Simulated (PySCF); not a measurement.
# C4H12Sn: the cost of one run

Method: levels as typed in each script, gas phase, geometry from GFN2-xTB; program: PySCF 2.14.0.

**1. The starting structure**

17 atoms, charge 0, spin multiplicity 1.

Bond lengths: C1–Sn2 2.194 Å, C1–H6 1.084 Å, C1–H7 1.084 Å, C1–H8 1.083 Å, Sn2–C3 2.194 Å, Sn2–C4 2.195 Å, Sn2–C5 2.194 Å, C3–H9 1.084 Å, C3–H10 1.084 Å, C3–H11 1.083 Å, C4–H12 1.083 Å, C4–H13 1.084 Å, C4–H14 1.084 Å, C5–H15 1.083 Å, C5–H16 1.084 Å, C5–H17 1.084 Å. Angles: Sn2–C1–H6 110.5°, Sn2–C1–H7 110.5°, Sn2–C1–H8 110.5°, H6–C1–H7 108.4°, H6–C1–H8 108.5°, H7–C1–H8 108.5°, C1–Sn2–C3 109.5°, C1–Sn2–C4 109.5°, C1–Sn2–C5 109.5°, C3–Sn2–C4 109.5°, C3–Sn2–C5 109.5°, C4–Sn2–C5 109.4°, Sn2–C3–H9 110.5°, Sn2–C3–H10 110.4°, Sn2–C3–H11 110.5°, H9–C3–H10 108.4°, H9–C3–H11 108.5°, H10–C3–H11 108.5° and more.

Coordinates:

```xyz
17
C4H12Sn
C    -1.27952   -1.60520   -0.77497
Sn   -0.00010   -0.00005    0.00012
C    -1.25451    1.60865    0.80805
C     1.24717    0.79010   -1.62348
C     1.28748   -0.79319    1.58973
H    -1.92258   -1.23001   -1.56351
H    -0.67541   -2.40924   -1.18022
H    -1.90253   -2.00832    0.01327
H    -0.63786    2.41111    1.19720
H    -1.87752    1.23509    1.61327
H    -1.89757    2.01289    0.03624
H     1.87392    0.00941   -2.03539
H     1.88608    1.58608   -1.25761
H     0.62656    1.18820   -2.41874
H     1.92689   -0.01413    1.98496
H     0.68703   -1.18972    2.40110
H     1.91437   -1.59080    1.20734
```

**2. Density, bond paths and surface potential (PBE/def2-tzvp)**

File input.py:

```python
import numpy as np
from pyscf import gto, scf, dft
from pyscf.scf import atom_ks, atom_hf
from scipy.linalg import block_diag

def solve(mol, dm0=None, hcore=None):
    mf = (dft.UKS if mol.spin else dft.RKS)(mol, xc='pbe')
    mf.grids.level = 3
    mf = mf.density_fit(auxbasis='def2-universal-jkfit')
    mf.conv_tol, mf.max_cycle = 1e-8, 80
    if hcore is not None:
        mf.get_hcore = lambda *args: hcore
    mf.kernel(dm0)
    if not mf.converged:
        mf = mf.newton().run(mf.mo_coeff, mf.mo_occ, max_cycle=30)
    assert mf.converged, 'SCF not converged'
    return mf

mol = gto.M(atom='''
C     -1.27952    -1.60520    -0.77497
Sn    -0.00010    -0.00005     0.00012
C     -1.25451     1.60865     0.80805
C      1.24717     0.79010    -1.62348
C      1.28748    -0.79319     1.58973
H     -1.92258    -1.23001    -1.56351
H     -0.67541    -2.40924    -1.18022
H     -1.90253    -2.00832     0.01327
H     -0.63786     2.41111     1.19720
H     -1.87752     1.23509     1.61327
H     -1.89757     2.01289     0.03624
H      1.87392     0.00941    -2.03539
H      1.88608     1.58608    -1.25761
H      0.62656     1.18820    -2.41874
H      1.92689    -0.01413     1.98496
H      0.68703    -1.18972     2.40110
H      1.91437    -1.59080     1.20734
''', basis='def2-tzvp', ecp={'Sn': 'def2-tzvp'}, charge=0, spin=0, verbose=4)
mf = solve(mol)
mf.analyze()
# spherically averaged free atoms, for the promolecule
atom_ks.AtomSphAverageRKS.init_guess_by_vsap = lambda self, mol=None: self.init_guess_by_minao(mol)  # core potentials
atm = atom_ks.get_atm_nrks(mol, xc='pbe')
pro = block_diag(*[(atm[a[0]][2] * atm[a[0]][3]) @ atm[a[0]][2].T for a in mol._atom])
np.savez('result.npz', e=mf.e_tot, c=mf.mo_coeff, occ=mf.mo_occ, eps=mf.mo_energy, pro=pro, dip=mf.dip_moment(verbose=0), s2=mf.spin_square()[0])
```

The run is started by

```
$ OMP_NUM_THREADS=1 python input.py
```

**Question.** How long does this run take on 1 thread of Intel Xeon Platinum 8259CL at 2.50GHz (Skylake/Cascade Lake), shared host, and how much memory does it need?

About 65 s, with a peak of 0.81 GiB.
